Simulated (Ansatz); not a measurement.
# FH₃OSiZn: a ladder of functionals and wavefunction methods

One table from this session's results is given with a row withheld; the runs are named, their logs left out.

Program: Ansatz 0.2.0, Gaussian basis. Level of theory: functionals in def2-TZVPP, the program's frozen cores in correlated methods. These are calculated values, not measurements.

Levels to be run: LDA (SPW92), PBE-D4, revPBE-D4, BLYP-D4, r2SCAN-D4, B97M-V, PBE0-D4, B3LYP-D4, r2SCANh-D4, r2SCAN0-D4, HSE06-D4, BHLYP-D4, CAM-B3LYP-D4, LC-ωPBE, ωB97X-V, ωB97M-V, B2PLYP, PBE-QIDH; CCSD(T)/def2-SVP; CCSD(T)/def2-TZVPP; MP2/def2-QZVPP; extrapolation to the limit; RPA on PBE.

**Structure used throughout**

The geometry comes from an earlier relaxation with PBE0-D4 in a triple-zeta def2 set; it is a stationary point, not always the lowest conformer.

7 atoms, charge 0, spin multiplicity 1.

Atoms are counted from 1 here; the program's logs count them from 0.

Bond lengths: F1–Si2 1.606 Å, Si2–O3 1.603 Å, Si2–H5 1.483 Å, Si2–H6 1.483 Å, O3–Zn4 1.773 Å, Zn4–H7 1.509 Å. Angles: F1–Si2–O3 110.2°, F1–Si2–H5 106.3°, F1–Si2–H6 106.3°, O3–Si2–H5 111.1°, O3–Si2–H6 111.1°, H5–Si2–H6 111.6°, Si2–O3–Zn4 144.3°, O3–Zn4–H7 177.6°.

The first run:

The input, in.yaml:

```yaml
crystal:
  periodic: [false, false, false]
  atoms:
    - {symbol: F, position_ang: [-0.250943, -0.300996, -1.880036]}
    - {symbol: Si, position_ang: [0.040708, 0.829326, -0.777448]}
    - {symbol: O, position_ang: [0.093951, 0.176689, 0.685185]}
    - {symbol: Zn, position_ang: [-0.032110, -1.344336, 1.587773]}
    - {symbol: H, position_ang: [1.344650, 1.435756, -1.139488]}
    - {symbol: H, position_ang: [-1.066244, 1.810214, -0.884185]}
    - {symbol: H, position_ang: [-0.130002, -2.606664, 2.408209]}
basis:
  gaussian: {orbitals: def2-TZVPP}
hamiltonian: {xc: lda}
output: {orbitals: {seedname: orbitals}}
```

Among the steps run: LDA; PBE-D4 (GGA); revPBE-D4 (GGA); BLYP-D4 (GGA); r2SCAN-D4 (meta-GGA); B97M-V (meta-GGA); PBE0-D4 (hybrid); B3LYP-D4 (hybrid); r2SCANh-D4 (hybrid); r2SCAN0-D4 (hybrid); HSE06-D4 (hybrid); BHLYP-D4 (hybrid); CAM-B3LYP-D4 (range-separated); LC-ωPBE (range-separated); ωB97X-V (range-separated); ωB97M-V (range-separated); B2PLYP (double hybrid); PBE-QIDH (double hybrid).

One table of the session follows, with a row left open; its other results are not shown here.

It belongs to the step «Frontier levels by functional». 

| functional | HOMO (eV) | gap (eV) |
| --- | --- | --- |
| LDA (SPW92) | -7.09 | 5.53 |
| PBE-D4 | -6.99 | 5.63 |
| revPBE-D4 | -6.94 | 5.68 |
| BLYP-D4 | -6.92 | 5.58 |
| r2SCAN-D4 | -7.32 | 6.33 |
| B97M-V | -7.40 | 6.06 |
| PBE0-D4 | -8.40 | 7.92 |
| B3LYP-D4 | -8.21 | 7.42 |
| r2SCANh-D4 | -7.84 | 7.17 |
| r2SCAN0-D4 | ? | ? |
| HSE06-D4 | -7.99 | 7.16 |
| BHLYP-D4 | -9.79 | 9.89 |
| CAM-B3LYP-D4 | -9.86 | 10.10 |
| LC-ωPBE | -11.20 | 12.53 |
| ωB97X-V | -10.86 | 12.07 |
| ωB97M-V | -10.71 | 11.54 |

Q: Estimate the row for r2SCAN0-D4 from the others.

Worked estimate for «HOMO (eV)». Against the share of exact exchange, r2SCAN-D4 (0, -7.32), r2SCANh-D4 (0.1, -7.84) give a slope of -5.20 per unit share; at 0.25 the line stands at -8.62.

As computed: HOMO (eV): -8.63; gap (eV): 8.39. In «HOMO (eV)» the line misses by +0.01.
